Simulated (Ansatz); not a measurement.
Task: harmonic frequencies at the relaxed geometry of F2H4Si3, SMILES F[Si]1(F)[SiH2][SiH2]1, with the Python package of Ansatz (0.2.0). Give the script and its output. Settings (for the species named): r2SCAN, 6-31G* basis, multiplicity 1, D4 dispersion.

The script reads `f2h4si3.xyz`:
```text
9

F     1.34390   -2.23020   -0.40940
Si    1.12200   -0.70260    0.11780
F     2.39600   -0.11390    0.80320
Si   -0.03190    0.70820   -1.09340
Si   -0.83940   -0.14670    0.96480
H     0.06770    2.19170   -0.98670
H    -0.98600    0.20430   -2.16220
H    -2.01490   -0.96540    0.75960
H    -0.96890    1.00830    1.98920
```

Script `freq_f2h4si3.py`:
```python
# -*- coding: utf-8 -*-
"""Harmonic frequencies of F2H4Si3 at its relaxed geometry."""

from dataclasses import dataclass
import itertools
import warnings

import ansatz as az
from ase.data import atomic_numbers, covalent_radii
import numpy as np


@dataclass(frozen=True)
class RunConfig:
    basis: str = "6-31G*"
    functional: str = "r2scan"
    dispersion: str = "d4"


cfg = RunConfig()

warnings.simplefilter("ignore", az.DeckWarning)

mol = az.Crystal.molecule_from_extxyz("f2h4si3.xyz")

calc = (
    mol.calculation()
    .basis(gaussian=cfg.basis)
    .functional(cfg.functional, dispersion=cfg.dispersion)
)
symbols = [site.symbol for site in mol.cartesian_sites]
start = np.array([site.position_ang for site in mol.cartesian_sites], dtype=float)
r = calc.relax(force_tolerance=0.003, max_steps=100).run(threads=1).report
end = np.array(r["positions_ang"])

# pairs closer than 1.2 times the sum of covalent radii, before or after
radius = [covalent_radii[atomic_numbers[s]] for s in symbols]
span = lambda where, i, j: np.linalg.norm(where[i] - where[j])
bonded = [(i, j) for i, j in itertools.combinations(range(len(symbols)), 2) if min(span(start, i, j), span(end, i, j)) < 1.2 * (radius[i] + radius[j])]
print("pair        before    after (A)")
for i, j in bonded:
    print(f"{symbols[i]}{i}-{symbols[j]}{j}".ljust(10), f"{span(start, i, j):8.4f} {span(end, i, j):8.4f}")

# same settings at the minimum
minimum = az.Crystal.molecule()
for symbol, place in zip(symbols, end):
    minimum = minimum.atom(symbol, place.tolist())
vibrating = (
    minimum.calculation()
    .basis(gaussian=cfg.basis)
    .functional(cfg.functional, dispersion=cfg.dispersion)
    .phonons(temperatures=(200, 600, 100))
)
vib = vibrating.run(threads=1).report["vibrations"]
sums = vib["harmonic_sums"]
modes = [m["omega_inv_cm"] for m in sums["modes_at_gamma"] if m["rigid_motion"] == "no"]
print("frequencies (1/cm):", " ".join(f"{w:.0f}" for w in modes))
print("imaginary modes:", sum(w < 0 for w in modes), " zero-point energy:", round(sums["zero_point_energy_ev"], 4), "eV")
print("T (K)   F_vib (eV)   S_vib (meV/K)   C_vib (meV/K)")
for row in zip(sums["temperatures_k"], sums["vibrational_free_energy_ev"], vib["entropy_ev_per_k"], vib["heat_capacity_ev_per_k"]):
    print(f"{row[0]:6.1f} {row[1]:11.4f} {1000 * row[2]:13.4f} {1000 * row[3]:15.4f}")
```

Running `python freq_f2h4si3.py` prints:
```text
pair        before    after (A)
F0-Si1       1.6312   1.6084
Si1-F2       1.5619   1.6084
Si1-Si3      2.1883   2.3054
Si1-Si4      2.2076   2.3053
Si3-Si4      2.3705   2.3941
Si3-H5       1.4907   1.4898
Si3-H6       1.5187   1.4899
Si4-H7       1.4471   1.4899
Si4-H8       1.5493   1.4899
frequencies (1/cm): 66 107 232 245 267 279 367 394 488 551 575 629 644 854 878 909 957 2222 2224 2251 2258
imaginary modes: 0  zero-point energy: 1.0784 eV
T (K)   F_vib (eV)   S_vib (meV/K)   C_vib (meV/K)
 200.0      1.0349        0.5285          0.6696
 300.0      0.9656        0.8530          0.9315
 400.0      0.8654        1.1465          1.1054
 500.0      0.7374        1.4069          1.2266
 600.0      0.5849        1.6390          1.3184
```

The frequencies are harmonic and unscaled, in a modest basis. Run time: 4.8 min on 1 thread of Arm Neoverse V1, with other jobs on the host, peak memory 0.24 GiB.
